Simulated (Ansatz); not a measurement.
# FH7Si3: the cost of one run

Program: Ansatz 0.2.0. Level of theory: DFT PBE, Gaussian basis def2-SVP, and further levels as typed in the inputs. These are calculated values, not measurements.

## 1. The structure to begin with

Bond lengths: Si1–Si2 2.232 Å, Si1–Si3 2.232 Å, Si1–F4 1.686 Å, Si1–H5 1.470 Å, Si2–H6 1.470 Å, Si2–H7 1.470 Å, Si2–H8 1.470 Å, Si3–H9 1.470 Å, Si3–H10 1.470 Å, Si3–H11 1.470 Å. Angles (14 of 18 angles, heavy atoms first): Si2–Si1–Si3 109.1°, Si2–Si1–F4 109.5°, Si3–Si1–F4 109.5°, Si1–Si2–H6 109.3°, Si1–Si2–H7 109.5°, Si1–Si2–H8 109.3°, Si2–Si1–H5 109.6°, Si3–Si1–H5 109.6°, F4–Si1–H5 109.6°, Si1–Si3–H9 109.5°, Si1–Si3–H10 109.3°, Si1–Si3–H11 109.3°, H6–Si2–H7 109.7°, H6–Si2–H8 109.5°.

Coordinates:

```xyz
11

Si    0.1208   -0.6170    0.6879
Si    1.6323    0.8791    0.0096
Si   -1.7423   -0.3679   -0.5161
F     0.7304   -2.1733    0.4662
H    -0.1801   -0.4027    2.1110
H     1.0936    2.2339    0.1992
H     2.8643    0.7221    0.7965
H     1.9245    0.6622   -1.4150
H    -2.7442   -1.3504   -0.0771
H    -2.2663    0.9924   -0.3242
H    -1.4332   -0.5785   -1.9380
```

## 2. Relaxing the atoms: FH7Si3

input.yaml

```yaml
crystal:
  periodic: [false, false, false]
  atoms:
    - { symbol: Si, position_ang: [0.120832, -0.616991, 0.687874] }
    - { symbol: Si, position_ang: [1.632275, 0.879054, 0.009596] }
    - { symbol: Si, position_ang: [-1.742262, -0.367883, -0.516076] }
    - { symbol: F, position_ang: [0.73043, -2.173289, 0.466248] }
    - { symbol: H, position_ang: [-0.180056, -0.402653, 2.110993] }
    - { symbol: H, position_ang: [1.093555, 2.233927, 0.199197] }
    - { symbol: H, position_ang: [2.864318, 0.722053, 0.796521] }
    - { symbol: H, position_ang: [1.924541, 0.662219, -1.414984] }
    - { symbol: H, position_ang: [-2.74421, -1.350363, -0.077145] }
    - { symbol: H, position_ang: [-2.266262, 0.992431, -0.324189] }
    - { symbol: H, position_ang: [-1.433161, -0.578504, -1.938034] }
basis:
  gaussian: { orbitals: def2-SVP }
hamiltonian:
  xc: pbe
relax:
  f_tol: 0.003
  max_steps: 150
output:
  orbitals: {}
```

Started as:

```
> ansatz run input.yaml --threads 4 --pin off --max-ram 10240MiB --backend cpu --events-out ev --progress --plain --runs-dir out
```

**Question.** How long does this run take on 4 threads of Intel Xeon Platinum 8259CL at 2.50GHz (Skylake/Cascade Lake), shared host, and how much memory does it need?

About 14 s, with a peak of 0.17 GiB.
